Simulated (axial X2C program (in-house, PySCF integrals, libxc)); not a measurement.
# EuOH: the levels of the configuration f7 s1

Which Ω levels does EuOH have in the configuration f7 s1, and how far apart?

Method: two-component X2C, average-of-configuration Hartree–Fock and CI in the open shells; program: an in-house X2C program for linear molecules on PySCF integrals.

All values are calculated.

## 1. The job

Input file task.json:

```json
{
 "zs": [
  63,
  8,
  1
 ],
 "q": 0,
 "bas": [
  "dyall-v3z",
  "dyall-av3z",
  "dyall-v3z"
 ],
 "r0": 2.16,
 "metal": 0,
 "shells": [
  [
   3,
   [
    0,
    1,
    2,
    3
   ],
   7
  ],
  [
   0,
   [
    0
   ],
   1
  ]
 ],
 "fix": 0,
 "emax": 2.2,
 "nroots": 4,
 "r2": 0.95
}
```

Keys: zs atomic numbers; q charge; bas basis sets; r0 starting distance in Å; metal index of the metal atom; shells open shells as [l, |m| values, electrons]; fix electron count of the first shell held; emax energy window in eV; nroots roots for each Ω; r2 second bond in Å, held.

Command:

```
python soci.py task.json out
```

Two-component X2C with atomic mean-field Coulomb and Gaunt terms, basis Eu dyall-v3z, O dyall-av3z, H dyall-v3z (cores contracted in-house). Orbitals come from Hartree–Fock averaged over the configuration Eu f7 s1; CI then distributes these electrons over the f, s shells of Eu.

## 2. CI at Eu–O–H held linear, bonds 2.140 and 0.950 Å (the second held)

Output:

```text
average of configuration f7 s1
basis functions 254  fitting functions 1270
iter      average energy  largest gradient
   1     -10908.348465804   1.61e+01
   2     -10910.329714444   9.25e+00
   3     -10910.956365850   2.97e+00
   4     -10911.106366258   9.07e-01
   5     -10911.126602726   2.19e-01
   6     -10911.135227433   7.55e-02
   7     -10911.135368211   1.60e-02
   8     -10911.135599091   7.99e-03
   9     -10911.135607690   6.54e-03
  10     -10911.135610559   2.28e-03
  11     -10911.135610949   1.13e-03
  12     -10911.135611014   3.55e-04
  13     -10911.135611024   1.58e-04
  14     -10911.135611025   4.33e-05
  15     -10911.135611026   1.29e-05
converged
CI levels
2*Omega        energy/Eh    cm-1   g(par)  dipole/D  leading shell counts
    0    -10911.57416892        0   0.000   -0.850  {'7 1': 1.0}
    2    -10911.57416846        0   3.996   -0.850  {'7 1': 1.0}
    4    -10911.57416707        0   7.993   -0.850  {'7 1': 1.0}
    6    -10911.57416482        1  11.989   -0.851  {'7 1': 1.0}
    8    -10911.57416178        2  15.986   -0.852  {'7 1': 1.0}
    6    -10911.56642386     1700  11.984   -0.854  {'7 1': 1.0}
    4    -10911.56641800     1701   7.989   -0.853  {'7 1': 1.0}
    2    -10911.56641453     1702   3.995   -0.852  {'7 1': 1.0}
    0    -10911.56641338     1702   0.000   -0.852  {'7 1': 1.0}
```

Dipoles in the output refer to the first atom as origin.

Run time: 2.2 s. Hardware: 1 thread of AMD EPYC 9R45 (Zen 5), shared host; peak memory 0.44 GiB.

Active spinors (ω > 0; filled shells left out):

| shell | ω | ε (eV) | character |
| --- | --- | --- | --- |
| f | 5/2 | 2.34 | 100% Eu f |
| f | 3/2 | 2.44 | 100% Eu f |
| f | 1/2 | 2.50 | 99% Eu f |
| f | 7/2 | 2.85 | 100% Eu f |
| f | 5/2 | 2.92 | 100% Eu f |
| f | 3/2 | 2.99 | 99% Eu f |
| f | 1/2 | 3.02 | 99% Eu f |
| s | 1/2 | -2.09 | 72% Eu s, 18% Eu p, 5% O p |

The levels:

| Ω | energy (cm⁻¹) | g∥ | μ (D) | configuration |
| --- | --- | --- | --- | --- |
| 0 | 0 | 0.00 | -0.85 | 100% f7 s1 |
| 1 | 0 | 4.00 | -0.85 | 100% f7 s1 |
| 2 | 0 | 7.99 | -0.85 | 100% f7 s1 |
| 3 | 1 | 11.99 | -0.85 | 100% f7 s1 |
| 4 | 2 | 15.99 | -0.85 | 100% f7 s1 |
| 3 | 1700 | 11.98 | -0.85 | 100% f7 s1 |
| 2 | 1701 | 7.99 | -0.85 | 100% f7 s1 |
| 1 | 1702 | 3.99 | -0.85 | 100% f7 s1 |
| 0 | 1702 | 0.00 | -0.85 | 100% f7 s1 |

g∥ is the magnitude of 2⟨Lz + ge Sz⟩ for the +Ω component. μ is positive if the H end is positive.

## 3. The same at Eu–O–H held linear, bonds 2.065 and 0.950 Å (the second held)

```
Ω  energy (cm⁻¹)     g∥  μ (D)  configuration
0              0   0.00  -0.38     100% f7 s1
1              0   4.00  -0.38     100% f7 s1
2              1   7.99  -0.38     100% f7 s1
3              1  11.99  -0.38     100% f7 s1
4              2  15.99  -0.38     100% f7 s1
3           1687  11.98  -0.38     100% f7 s1
2           1688   7.99  -0.38     100% f7 s1
1           1689   3.99  -0.38     100% f7 s1
0           1689   0.00  -0.38     100% f7 s1
```

## 4. Curves along the Eu–O bond, the other held

The same input was run at the other distances (logs left out). Energies in cm⁻¹ from the lowest point; levels are followed by energy order within each Ω.

```csv
R (Å),(1)Ω=0,(1)Ω=1,(1)Ω=2,(1)Ω=3,(1)Ω=4,(2)Ω=3,(2)Ω=2
1.990,1927,1927,1927,1928,1929,3602,3603
2.065,489,490,490,491,491,2176,2177
2.140,0,0,0,1,2,1700,1701
2.226,289,289,289,290,290,2005,2006
2.311,1202,1202,1202,1202,1202,2935,2937
2.408,2744,2744,2744,2744,2744,4499,4500
2.525,5023,5023,5023,5023,5023,6806,6807
```

Constants where the minimum is well bracketed:

| level of the curve | Te (cm⁻¹) | Re (Å) | ωe (cm⁻¹) |
| --- | --- | --- | --- |
| (1)Ω=0 | 0 | 2.151 | 510.0 |
| (1)Ω=1 | 0 | 2.151 | 510.0 |
| (1)Ω=2 | 0 | 2.151 | 510.0 |
| (1)Ω=3 | 1 | 2.151 | 510.0 |
| (1)Ω=4 | 2 | 2.151 | 510.0 |
| (2)Ω=3 | 1702 | 2.150 | 512.0 |
| (2)Ω=2 | 1703 | 2.150 | 512.0 |

## 5. What came out

| quantity | value |
| --- | --- |
| lowest level of the model | Ω = 0, g∥ = 0.00, 100% f7 s1 |
| next level | Ω = 1, 0 cm⁻¹ higher |
| lowest curve, Re and ωe | 2.151 Å, 510.0 cm⁻¹ |

What this shows: From 2.140 to 2.065 Å the gap from the lowest to the fifth level stays at 2 cm⁻¹. Without dynamic correlation distances can be off by several hundredths of an Å, and the wavenumbers are rough. Dynamic correlation is missing, so gaps between terms are too wide and other configurations may lie lower; the lowest level listed is that of this model, not necessarily the ground state. At most 4 roots were kept for each Ω > 0 (twice that for Ω = 0) within 2.2 eV of the lowest, so higher up levels can be missing between those listed; levels with Ω > 0 are doubly degenerate and listed once, Ω = 0 levels singly. The molecule was held linear; bending was not examined.
